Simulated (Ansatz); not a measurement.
**SiTeH4: how energies converge with the basis set**

How large a basis does SiTeH4 need? Two functionals are run in growing sets.

The runs use Ansatz 0.2.0, Gaussian basis; one geometry, several basis sets.

Levels to be run: PBE0-D4/def2-SVP; ωB97M-V/def2-SVP; PBE0-D4/def2-QZVPP; ωB97M-V/def2-QZVPP; the functionals' def2-TZVPP values are taken from earlier runs.

**1. The relaxed structure**

The geometry comes from an earlier relaxation with PBE0-D4 in a triple-zeta def2 set; it is a stationary point. Te takes the def2 core potential; no spin-orbit term is included.

6 atoms, charge 0, spin multiplicity 1.

Atoms are counted from 1 here; the program's logs count them from 0.

Bond lengths: Si1–Te2 2.494 Å, Si1–H3 1.484 Å, Si1–H4 1.484 Å, Si1–H5 1.484 Å, Te2–H6 1.658 Å. Angles: Te2–Si1–H3 111.4°, Te2–Si1–H4 104.9°, Te2–Si1–H5 111.4°, H3–Si1–H4 109.9°, H3–Si1–H5 109.3°, H4–Si1–H5 109.9°, Si1–Te2–H6 91.7°.

**2. PBE0-D4 in def2-SVP**

in.yaml reads:

```yaml
crystal:
  periodic: [false, false, false]
  atoms:
    - {symbol: Si, position_ang: [-0.296639, -0.269713, -0.519724]}
    - {symbol: Te, position_ang: [-0.105863, 0.800156, 1.725019]}
    - {symbol: H, position_ang: [0.381134, -1.589529, -0.550908]}
    - {symbol: H, position_ang: [-1.754095, -0.446444, -0.735944]}
    - {symbol: H, position_ang: [0.269404, 0.597635, -1.582499]}
    - {symbol: H, position_ang: [1.548059, 0.843895, 1.617857]}
basis:
  gaussian: {orbitals: def2-SVP}
hamiltonian: {xc: pbe0, dispersion: d4}
output: {orbitals: {seedname: orbitals}}
```

Further steps of the session: ωB97M-V in def2-SVP; PBE0-D4 in def2-QZVPP; ωB97M-V in def2-QZVPP.

**Question.** What will the summary of the whole plan be? Wanted: PBE0-D4: double and triple zeta above quadruple; ωB97M-V: double and triple zeta above quadruple.

The runs gave:

```
                                       quantity          value
PBE0-D4: double and triple zeta above quadruple  3.46, 0.32 eV
ωB97M-V: double and triple zeta above quadruple  3.53, 0.31 eV
```

What this shows: PBE0-D4 gains 3.13 eV from double to triple zeta, then 0.32 eV more. These are total energies; as a rule much of such shifts cancels in differences, which this series doesn't test. The LUMO of ωB97M-V is positive and keeps falling with the basis (1.38 to 0.78 eV): an unbound level that the basis holds in place.
